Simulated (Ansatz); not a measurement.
# CH8ClNSi2: basis-set convergence

Aim: see how fast density functionals converge with the basis set for CH8ClNSi2.

The runs use Ansatz 0.2.0, Gaussian basis; one geometry, several basis sets.

Levels to be run: PBE0-D4/def2-SVP; ωB97M-V/def2-SVP; PBE0-D4/def2-QZVPP; ωB97M-V/def2-QZVPP; the functionals' def2-TZVPP values are taken from earlier runs.

## Step 1: Structure used throughout

All runs share one geometry, relaxed beforehand with PBE0-D4 in a triple-zeta def2 set.

SMILES `CN([SiH3])[SiH2]Cl`, 13 atoms, charge 0, spin multiplicity 1.

Atoms are counted from 1 here; the program's logs count them from 0.

Bond lengths: C1–N2 1.464 Å, C1–H6 1.094 Å, C1–H7 1.093 Å, C1–H8 1.095 Å, N2–Si3 1.734 Å, N2–Si4 1.707 Å, Si3–H9 1.488 Å, Si3–H10 1.483 Å, Si3–H11 1.489 Å, Si4–Cl5 2.067 Å, Si4–H12 1.477 Å, Si4–H13 1.481 Å. Angles: N2–C1–H6 110.6°, N2–C1–H7 110.7°, N2–C1–H8 112.1°, H6–C1–H7 107.3°, H6–C1–H8 108.2°, H7–C1–H8 107.8°, C1–N2–Si3 116.3°, C1–N2–Si4 118.2°, Si3–N2–Si4 124.6°, N2–Si3–H9 109.2°, N2–Si3–H10 108.2°, N2–Si3–H11 111.6°, H9–Si3–H10 110.6°, H9–Si3–H11 107.5°, H10–Si3–H11 109.8°, N2–Si4–Cl5 112.7°, N2–Si4–H12 109.2°, N2–Si4–H13 109.3° and more.

## Step 2: PBE0-D4 in def2-SVP

Contents of in.yaml:

```yaml
crystal:
  periodic: [false, false, false]
  atoms:
    - {symbol: C, position_ang: [-1.497498, 0.222562, -0.020632]}
    - {symbol: N, position_ang: [-0.061626, -0.036484, -0.138057]}
    - {symbol: Si, position_ang: [0.480175, -1.602407, 0.371810]}
    - {symbol: Si, position_ang: [0.968361, 1.279459, -0.486034]}
    - {symbol: Cl, position_ang: [1.193594, 2.564321, 1.117941]}
    - {symbol: H, position_ang: [-2.074045, -0.629417, -0.393704]}
    - {symbol: H, position_ang: [-1.782218, 1.093998, -0.616528]}
    - {symbol: H, position_ang: [-1.798319, 0.411426, 1.015099]}
    - {symbol: H, position_ang: [-0.213275, -2.645750, -0.431479]}
    - {symbol: H, position_ang: [1.946483, -1.674786, 0.165095]}
    - {symbol: H, position_ang: [0.159675, -1.852720, 1.804284]}
    - {symbol: H, position_ang: [2.311461, 0.767691, -0.826877]}
    - {symbol: H, position_ang: [0.367221, 2.102097, -1.560919]}
basis:
  gaussian: {orbitals: def2-SVP}
hamiltonian: {xc: pbe0, dispersion: d4}
output: {orbitals: {seedname: orbitals}}
```

After this run come: ωB97M-V in def2-SVP; PBE0-D4 in def2-QZVPP; ωB97M-V in def2-QZVPP.

Before running them: what should the planned runs give, taken together? Wanted: PBE0-D4: double and triple zeta above quadruple; ωB97M-V: double and triple zeta above quadruple.

As calculated:

| quantity | value |
| --- | --- |
| PBE0-D4: double and triple zeta above quadruple | 14.07, 1.08 eV |
| ωB97M-V: double and triple zeta above quadruple | 14.16, 1.01 eV |

For PBE0-D4 the step from double to triple zeta gains 13.00 eV and the next only 1.08 eV. Total energies overstate the basis error of differences, where much of it tends to cancel. The LUMO of ωB97M-V is positive and keeps falling with the basis (2.41 to 1.51 eV): an unbound level that the basis holds in place.
